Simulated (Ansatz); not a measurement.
**Au in Ansatz: the effect of functional**

Sheet: Au, a sheet with vacuum.

```xyz
1
Lattice="2.6623 0.0000 0.0000 0.0000 2.6617 0.0000 0.0000 0.0000 23.8000" Properties=species:S:1:pos:R:3 pbc="T T T"
Au    0.0000    1.3309    7.0001
```

The cell was built by a generator and needn't be a form met in nature.

Alike in all runs:

| Quantity | Value |
| --- | --- |
| Program | Ansatz 0.2.0 |
| Task | single point |
| Potentials or basis | all-electron LAPW, scalar-relativistic |
| Basis error allowed | 0.002 eV/atom |
| k mesh | 10 × 10 × 1 |
| Occupations | fermi-dirac, width 0.05 eV |
| Spin | no spin polarisation |

```tsv
functional	cutoff	work function (eV)
PBE	278 eV (chosen from the basis error)	5.73
LDA	277 eV (chosen from the basis error)	?
PBEsol	278 eV (chosen from the basis error)	5.89
```

Problem. What does the run with functional LDA give?

Solution. Work function 6.18 eV.
